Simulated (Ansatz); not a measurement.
Geometry optimisation, Ansatz, DFT PBE, scalar-relativistic, plane waves, PAW.

Input file:

```yaml
crystal:
  lattice:
    - [7.67918, 0.0, 0.0]
    - [3.83959, 6.650365, 0.0]
    - [0.0, 0.0, 19.868765]
  atoms:
    - { symbol: H, position: [0.1666667, 0.1666667, 0.0503303] }
    - { symbol: H, position: [0.6666667, 0.1666667, 0.0503303] }
    - { symbol: H, position: [0.1666667, 0.6666667, 0.0503303] }
    - { symbol: H, position: [0.6666667, 0.6666667, 0.0503303] }
    - { symbol: Si, position: [0.1666667, 0.1666667, 0.1258256] }
    - { symbol: Si, position: [0.6666667, 0.1666667, 0.1258256] }
    - { symbol: Si, position: [0.1666667, 0.6666667, 0.1258256] }
    - { symbol: Si, position: [0.6666667, 0.6666667, 0.1258256] }
    - { symbol: Si, position: [-0.1666667, 0.3333333, 0.1652721] }
    - { symbol: Si, position: [0.3333333, 0.3333333, 0.1652721] }
    - { symbol: Si, position: [-0.1666667, 0.8333333, 0.1652721] }
    - { symbol: Si, position: [0.3333333, 0.8333333, 0.1652721] }
    - { symbol: Si, position: [-0.1666667, 0.3333333, 0.2836116] }
    - { symbol: Si, position: [0.3333333, 0.3333333, 0.2836116] }
    - { symbol: Si, position: [-0.1666667, 0.8333333, 0.2836116] }
    - { symbol: Si, position: [0.3333333, 0.8333333, 0.2836116] }
    - { symbol: Si, position: [0.0, 0.0, 0.3230581] }
    - { symbol: Si, position: [0.5, 0.0, 0.3230581] }
    - { symbol: Si, position: [0.0, 0.5, 0.3230581] }
    - { symbol: Si, position: [0.5, 0.5, 0.3230581] }
    - { symbol: H, position: [0.5, 0.0, 0.3960369] }
    - { symbol: H, position: [0.0, 0.5, 0.3960369] }
    - { symbol: H, position: [0.5, 0.5, 0.3960369] }
    - { symbol: Ta, position: [0.7805402, 0.2323027, 0.439321] }
basis:
  ecutwfc: 420.0
kpoints:
  mp_grid: { grid: [2, 2, 1] }
hamiltonian:
  xc: pbe
  pseudopotentials: { kind: paw, azcp: { folder: soft_1 } }
scf:
  occupations: { method: fermi_dirac, width: 0.02 }
  lower_state_search: "off"
relax:
  f_tol: 0.08
  max_steps: 25
  adjacent_minimum: "off"
  constraints: [{ sites: [0, 1, 2, 3, 4, 5, 6, 7] }]
```

Launched with:

```bash
$ ansatz run input.yaml --threads 1 --pin off --max-ram 3072MiB --backend cpu --events-out ev --progress --plain --runs-dir out
```

Question: Where does it end, and by what steps?

Answer: It converged. The threshold is loose, so the end isn't yet a minimum. Limits of this set-up: coarse k mesh, thin slab, slab without dipole correction. After 22 steps the energy has fallen by 3.795 eV; H22 moved furthest, 2.47 Å. Parted: Si19–H22 (1.45 → 3.48 Å). Joined: Si19–Ta24 (3.98 → 2.50 Å), H22–Ta24 (3.36 → 1.82 Å).

```csv
step,energy less start (eV),largest force component (eV/Å),accepted
0,0.0000,2.725,yes
1,-0.8004,2.675,yes
2,-1.3764,1.819,yes
3,-1.7330,0.909,yes
4,-1.9435,0.492,yes
5,-2.1006,0.359,yes
6,-2.2975,0.485,yes
7,-2.5759,0.677,yes
8,-2.8091,0.835,yes
9,-2.9164,0.257,yes
10,-2.9491,0.203,yes
11,-2.9816,0.166,yes
12,-3.0714,0.529,yes
13,-3.2154,0.603,yes
14,-3.3459,0.523,yes
15,-3.4621,0.467,yes
16,-3.5590,0.243,yes
17,-3.6293,0.208,yes
18,-3.6823,0.252,yes
19,-3.7312,0.188,yes
20,-3.7579,0.198,yes
21,-3.7834,0.109,yes
22,-3.7952,0.076,yes
```

```xyz
24
Lattice="7.6792 0.0000 0.0000 3.8396 6.6504 0.0000 0.0000 0.0000 19.8688" Properties=species:S:1:pos:R:3
H 1.920 1.108 1.000
H 5.759 1.108 1.000
H 3.840 4.434 1.000
H 7.679 4.434 1.000
Si 1.920 1.108 2.500
Si 5.759 1.108 2.500
Si 3.840 4.434 2.500
Si 7.679 4.434 2.500
Si 0.001 2.217 3.125
Si 3.836 2.227 3.307
Si 1.930 5.535 3.310
Si 5.752 5.539 3.290
Si -0.017 2.172 5.385
Si 3.759 2.209 5.698
Si 1.906 5.508 5.698
Si 5.750 5.585 5.670
Si -0.028 0.027 6.519
Si 3.844 -0.004 6.461
Si 1.804 3.292 6.539
Si 5.780 3.293 6.236
H 3.831 -0.019 7.965
H 0.687 2.055 9.597
H 6.034 3.055 7.864
Ta 7.727 2.146 7.895
```

Run time: 4.9 min on 1 thread of Arm Neoverse V2 (shared host), peak memory 1 GiB.
